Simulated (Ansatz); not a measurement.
# C₃H₉F₃NNbO: taking an electron away

The task here is to estimate one member of a computed series from the others.

The runs use Ansatz 0.2.0, Gaussian basis; unrestricted cation, the program's frozen cores in correlated methods.

Levels to be run: UKS PBE-D4/def2-TZVPP; UKS r2SCAN-D4/def2-TZVPP; UKS PBE0-D4/def2-TZVPP; UKS B3LYP-D4/def2-TZVPP; UKS wB97X-V/def2-TZVPP; UKS wB97M-V/def2-TZVPP; UKS B2PLYP/def2-TZVPP; UHF-CCSD(T)/def2-TZVPP; UHF-MP2/def2-QZVPP; extrapolation to the limit; then −ε(HOMO) from the neutral's earlier runs with LDA (SPW92), PBE-D4, revPBE-D4, BLYP-D4, r2SCAN-D4, B97M-V, PBE0-D4, B3LYP-D4, r2SCANh-D4, r2SCAN0-D4, HSE06-D4, BHLYP-D4, CAM-B3LYP-D4, LC-ωPBE, ωB97X-V, ωB97M-V.

### Structure used throughout

An earlier PBE0-D4 in a triple-zeta def2 set relaxation fixed the geometry. Nb takes the def2 core potential; no spin-orbit term is included.

SMILES `C[O][Nb]([F])([F])([F])[N](C)C`, 18 atoms, charge 0, spin multiplicity 1.

Atoms are counted from 1 here; the program's logs count them from 0.

Bond lengths: C1–O2 1.394 Å, C1–H10 1.093 Å, C1–H11 1.094 Å, C1–H12 1.095 Å, O2–Nb3 1.864 Å, Nb3–F4 1.898 Å, Nb3–F5 1.886 Å, Nb3–F6 1.882 Å, Nb3–N7 1.932 Å, N7–C8 1.450 Å, N7–C9 1.454 Å, C8–H13 1.096 Å, C8–H14 1.088 Å, C8–H15 1.096 Å, C9–H16 1.096 Å, C9–H17 1.096 Å, C9–H18 1.089 Å. Angles: O2–C1–H10 110.1°, O2–C1–H11 109.5°, O2–C1–H12 109.8°, H10–C1–H11 108.7°, H10–C1–H12 109.6°, H11–C1–H12 109.2°, C1–O2–Nb3 147.3°, O2–Nb3–F4 84.7°, O2–Nb3–F5 161.9°, O2–Nb3–F6 91.9°, O2–Nb3–N7 99.4°, F4–Nb3–F5 84.1°, F4–Nb3–F6 138.0°, F4–Nb3–N7 111.8°, F5–Nb3–F6 87.0°, F5–Nb3–N7 97.9°, F6–Nb3–N7 110.1°, Nb3–N7–C8 125.6° and more.

Set-up of the first run:

in.yaml

```yaml
crystal:
  periodic: [false, false, false]
  atoms:
    - {symbol: C, position_ang: [2.081636, 0.689674, -2.113418]}
    - {symbol: O, position_ang: [1.175078, 0.834674, -1.064616]}
    - {symbol: Nb, position_ang: [-0.608778, 0.959375, -0.538289]}
    - {symbol: F, position_ang: [-0.979372, 0.197750, -2.236682]}
    - {symbol: F, position_ang: [-2.452390, 1.358984, -0.531198]}
    - {symbol: F, position_ang: [-0.336070, 2.670253, 0.196614]}
    - {symbol: N, position_ang: [-0.620101, -0.371719, 0.861676]}
    - {symbol: C, position_ang: [0.476801, -1.262290, 1.187641]}
    - {symbol: C, position_ang: [-1.775089, -0.583887, 1.719530]}
    - {symbol: H, position_ang: [2.550746, 1.651130, -2.339510]}
    - {symbol: H, position_ang: [2.861681, -0.021172, -1.826064]}
    - {symbol: H, position_ang: [1.563022, 0.315253, -3.001831]}
    - {symbol: H, position_ang: [0.173891, -2.306908, 1.048888]}
    - {symbol: H, position_ang: [1.340210, -1.061821, 0.556617]}
    - {symbol: H, position_ang: [0.772583, -1.130803, 2.235211]}
    - {symbol: H, position_ang: [-1.505629, -0.401227, 2.766185]}
    - {symbol: H, position_ang: [-2.125425, -1.618817, 1.630872]}
    - {symbol: H, position_ang: [-2.592815, 0.081561, 1.448395]}
basis:
  gaussian: {orbitals: def2-TZVPP}
total_charge: 1
magnetization: {spin_polarized: true, initial_magnetization: 1}
hamiltonian: {xc: pbe, dispersion: d4}
```

Among the steps run: Cation, UKS PBE-D4/def2-TZVPP; Cation, UKS r2SCAN-D4/def2-TZVPP; Cation, UKS PBE0-D4/def2-TZVPP; Cation, UKS B3LYP-D4/def2-TZVPP; Cation, UKS wB97X-V/def2-TZVPP; Cation, UKS wB97M-V/def2-TZVPP; Cation, UKS B2PLYP (frozen core)/def2-TZVPP; Cation, UHF-CCSD(T)/def2-TZVPP; Cation, UHF-MP2/def2-QZVPP.

One table of the session follows, with a row left open; its other results are not shown here.

Orbital estimates, from the neutral's runs:

```
  functional  −ε(HOMO) (eV)
 LDA (SPW92)              ?
      PBE-D4           6.18
   revPBE-D4           6.12
     BLYP-D4           6.09
   r2SCAN-D4           6.47
      B97M-V           6.59
     PBE0-D4           7.56
    B3LYP-D4           7.36
  r2SCANh-D4           6.98
  r2SCAN0-D4           7.76
    HSE06-D4           7.16
    BHLYP-D4           8.87
CAM-B3LYP-D4           8.95
     LC-ωPBE          10.23
     ωB97X-V           9.91
     ωB97M-V           9.84
```

Q: Estimate the row for LDA (SPW92) from the others.

The run gave: −ε(HOMO) (eV): 6.34. In the column «−ε(HOMO) (eV)» it lies between PBE-D4 (6.18) and r2SCAN-D4 (6.47).

To keep in mind: The cation may have settled in a state other than its lowest; no search over hole states beyond the program's own was made.
